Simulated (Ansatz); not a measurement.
Task: a formation energy from the elements of ClO and its elements, with Ansatz 0.2.0 through its Python package. Give the script and its output. Settings (first run): LDA, PAW, cutoff 520 eV, 7×7×7 k-points, cold smearing of 0.05 eV.

Script `formation_clo.py`:
```python
'''Formation energy of ClO from the elements, after relaxing cells and atoms.'''

from collections import Counter
import warnings

import ansatz as az
import numpy as np
from tabulate import tabulate

PHASES = {
    'ClO': (
        [[3.185217, 0.0, 0.0], [0.0, 3.185217, 0.0], [0.0, 0.0, 3.185217]],
        [
            ('Cl', [0.0, 0.0, 0.0]),
            ('O', [0.5, 0.5, 0.5]),
        ],
    ),
    'Cl': (
        [[3.145, -2.25, 0.0], [3.145, 2.25, 0.0], [0.0, 0.0, 8.21]],
        [
            ('Cl', [0.87, 0.13, 0.1]),
            ('Cl', [0.63, 0.37, 0.6]),
            ('Cl', [0.13, 0.87, 0.9]),
            ('Cl', [0.37, 0.63, 0.4]),
        ],
    ),
    'O2': (
        [[9.0, 0.0, 0.0], [0.0, 9.5, 0.0], [0.0, 0.0, 10.0]],
        [
            ('O', [0.5, 0.5, 0.4385]),
            ('O', [0.5, 0.5, 0.5615]),
        ],
    ),
}


def build(vectors, sites):
    crystal = az.Crystal(lattice=az.Lattice.of(vectors))
    for symbol, position in sites:
        crystal = crystal.atom(symbol, position)
    return crystal

POLARISED = {'O2'}

GASES = {'O2'}


def run_phase(name, crystal):
    calc = (
        crystal.calculation()
        .functional('lda')
        .basis(520)
        .kpoints(spacing=0.3)
        .occupations('cold', width=0.05)
        .stress()
    )
    if name in POLARISED:
        calc = calc.spin('collinear')
    if name in GASES:
        return calc.kpoints(1, 1, 1).relax(force_tolerance=0.02).run(threads=1)
    calc = calc.relax(force_tolerance=0.02, cell=True)
    return calc.run(threads=1)


def counts(outcome):
    return Counter(site.symbol for site in outcome.lattice.sites)

def formation_energy(outcome, mu):
    n = counts(outcome)
    return (outcome.report['energy_sigma0_ev'] - sum(k * mu[element] for element, k in n.items())) / sum(n.values())


def volume_per_atom(outcome):
    return abs(np.linalg.det(outcome.lattice.cell_ang)) / len(outcome.lattice.sites)

warnings.simplefilter('ignore', az.DeckWarning)

phases = {name: build(*cell) for name, cell in PHASES.items()}
phases['O2'] = phases['O2'].moments(O=1.0)

done = {name: run_phase(name, crystal) for name, crystal in phases.items()}

# chemical potentials of the elements at zero temperature
references = {'Cl': 'Cl', 'O': 'O2'}
mu = {element: done[name].report['energy_sigma0_ev'] / len(done[name].lattice.sites) for element, name in references.items()}

target = done['ClO']
heat = formation_energy(target, mu)
rows = [(name, len(o.lattice.sites), volume_per_atom(o), formation_energy(o, mu)) for name, o in done.items()]
print(tabulate(rows, headers=['phase', 'atoms', 'V (A^3/atom)', 'E_form (eV/atom)'], floatfmt='.4f', tablefmt='psql'))
# gas references are bare DFT energies, without zero-point or fitted corrections
```

```console
$ python formation_clo.py
+---------+---------+----------------+--------------------+
| phase   |   atoms |   V (A^3/atom) |   E_form (eV/atom) |
|---------+---------+----------------+--------------------|
| ClO     |       2 |        11.3277 |             1.3922 |
| Cl      |       4 |        22.3885 |             0.0000 |
| O2      |       2 |       427.5000 |             0.0000 |
+---------+---------+----------------+--------------------+
```

The magnetic order follows from the starting moments and needn't be the lowest. For the metals among these phases the mesh is modest: differences between phases can be off by up to 40 meV an atom. The program warned that this SCF threshold is loose for forces or stresses. The cells come from databases of deposited and of computed structures, and not all need be stable phases. The compound is the structure given, not necessarily its lowest; energies are at zero temperature, with no correction for gases. Magnetic phases start from parallel moments and may not end in their lowest magnetic state. A semilocal functional's error on such energies is often 0.05 to 0.1 eV an atom, and 0.1 to 0.3 eV against gases such as O2 or F2. The script silences the warnings on its input, which a real study should read. Timing: 40 s on 1 thread of Arm Neoverse V2, on a shared host, peak memory 0.78 GiB.

(Lines on the test bed's own set-up are left out of the output.)
